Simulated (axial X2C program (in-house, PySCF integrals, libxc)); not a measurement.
**A two-component session on HgTe⁺: EOM-IP-CCSD levels**

Wanted for HgTe⁺: EOM-IP-CCSD levels, at the two-component level.

The runs use an in-house X2C program for linear molecules on PySCF integrals; two-component X2C with atomic mean-field terms, Hg dyall-cv3z, Te dyall-cv3z.

All values are calculated.

**1. The job**

File task.json:

```json
{"zs": [80, 52], "q": 1, "bas": ["dyall-cv3z", "dyall-cv3z"], "r0": 2.7, "eom": "ip", "rq": 0, "thr": -1.0, "nmax": 95, "grid": [1, 0.96, 1.045, 0.92, 1.09, 1.15]}
```

Keys: zs atomic numbers; q charge; bas basis sets; r0 starting distance in Å; eom kind of EOM run; thr threshold in hartree for freezing inner shells (an s shell follows its p shell); nmax most natural virtual spinors; grid distances as factors.

Command:

```
> python soeom.py task.json out
```

Nuclei are Gaussian, cores are contracted, and the Gaunt term is on.

**2. EOM-IP-CCSD at 2.874 Å**

Reference: the closed shell HgTe; 18 electrons correlated, 84 virtual spinors; roots sought by Ω: 1/2: 4, 3/2: 3, 5/2: 1.

Output:

```text
two-component X2C + atomic mean field  HF
basis functions 302  fitting functions 1482  grid points 5803
iter        total energy     max residual
   1     -26411.616895252     1.33e+00
   2     -26411.668161651     1.75e-02
   3     -26411.669266061     6.71e-02
   4     -26411.670093103     6.72e-03
   5     -26411.670115334     6.74e-04
   6     -26411.670126312     2.56e-03
   7     -26411.670133713     1.30e-03
   8     -26411.670138358     1.23e-04
   9     -26411.670139659     3.29e-04
  10     -26411.670139958     1.80e-04
  11     -26411.670140010     1.64e-05
  12     -26411.670140016     1.80e-05
  13     -26411.670140017     8.39e-06
  14     -26411.670140018     6.62e-07
converged
one-electron -37715.90899610  Coulomb 11107.96903927  exact exchange -547.16108615  xc functional 0.00000000  nuclear repulsion 765.96283835  atomic mean-field constant -22.53193539
correlated 18  virtual 336  natural virtual 84  E(MP2) -0.562434183  MP2 remainder -0.077868612
iter   CCSD correlation   residual
   1     -0.454999826   1.59e-01
   2     -0.469819539   6.72e-02
   3     -0.472153539   3.66e-02
   4     -0.472224609   1.82e-02
   5     -0.472404331   1.00e-02
   6     -0.472430021   6.38e-03
   7     -0.472463298   4.74e-03
   8     -0.472562200   3.05e-03
   9     -0.472517238   1.40e-03
  10     -0.472537984   5.20e-04
  11     -0.472532412   2.69e-04
  12     -0.472535462   1.48e-04
  13     -0.472536107   7.21e-05
  14     -0.472536102   3.04e-05
  15     -0.472536464   1.29e-05
  16     -0.472536604   5.69e-06
  17     -0.472536597   2.48e-06
(T) -0.016233331  T1 0.0303  D1 0.0829  max T2 0.133
EOM-IP-CCSD roots
2*Omega      energy/Eh   energy/eV  one-particle weight
    1       0.31033555      8.4447      0.914
    1       0.39381970     10.7164      0.057
    1       0.40997178     11.1559      0.810
    1       0.43315880     11.7869      0.016
    3       0.28944388      7.8762      0.914
    3       0.40387629     10.9900      0.000
    3       0.44857132     12.2062      0.026
    5       0.42434555     11.5470      0.000
```

T1 in the output is the amplitude norm over the root of the electron number; divide by √2 for the Lee–Taylor value.

| Ω | vertical IE (eV) | above lowest (cm⁻¹) | spinor | weight |
| --- | --- | --- | --- | --- |
| 3/2 | 7.876 | 0 | 94% Te pπ | 0.91 |
| 1/2 | 8.445 | 4590 | 77% Te pπ, 8% Hg sσ, 7% Te pσ | 0.91 |
| 1/2 | 11.156 | 26450 | 64% Hg sσ, 28% Te pσ | 0.81 |

It took 31 s on 1 thread of Arm Neoverse N1, shared host; peak memory 1.1 GiB.

**3. EOM-IP-CCSD at 2.759 Å**

| Ω | vertical IE (eV) | above lowest (cm⁻¹) | spinor | weight |
| --- | --- | --- | --- | --- |
| 3/2 | 7.778 | 0 | 92% Te pπ | 0.92 |
| 1/2 | 8.339 | 4530 | 81% Te pπ | 0.92 |
| 1/2 | 11.310 | 28480 | 60% Hg sσ, 31% Te pσ | 0.77 |

Run time: 39 s. Hardware: 1 thread of Arm Neoverse N1, shared host; peak memory 1.2 GiB.

**4. EOM-IP-CCSD at 3.003 Å**

| Ω | vertical IE (eV) | above lowest (cm⁻¹) | spinor | weight |
| --- | --- | --- | --- | --- |
| 3/2 | 8.008 | 0 | 96% Te pπ | 0.90 |
| 1/2 | 8.583 | 4640 | 71% Te pπ, 12% Hg sσ, 10% Te pσ | 0.90 |
| 1/2 | 11.002 | 24150 | 67% Hg sσ, 26% Te pσ | 0.82 |

Run time: 37 s. Hardware: 1 thread of Arm Neoverse N1, shared host; peak memory 1.3 GiB.

**5. EOM-IP-CCSD at 2.644 Å**

| Ω | vertical IE (eV) | above lowest (cm⁻¹) | spinor | weight |
| --- | --- | --- | --- | --- |
| 3/2 | 7.712 | 0 | 90% Te pπ, 6% Hg pπ | 0.93 |
| 1/2 | 8.267 | 4470 | 83% Te pπ | 0.93 |

It took 38 s on 1 thread of Arm Neoverse N1, shared host; peak memory 1.3 GiB.

**6. Summary of results**

```
                     quantity                            value
       lowest root at 2.874 Å                Ω = 3/2, 7.876 eV
next root led by one particle  Ω = 1/2, about 4590 cm⁻¹ higher
          T1 of the reference                            0.021
```

Removing an electron from the reference determinant of HgTe costs 7.88 eV and empties a spinor of 94% Te pπ. The closed-shell reference lies 0.37 eV above the lowest determinant found, so these energies count from an excited configuration. Errors of 0.1 to 0.3 eV are usual at this size, and roots led by higher excitations are left out, so the list is incomplete, and low states of that kind can be missing.
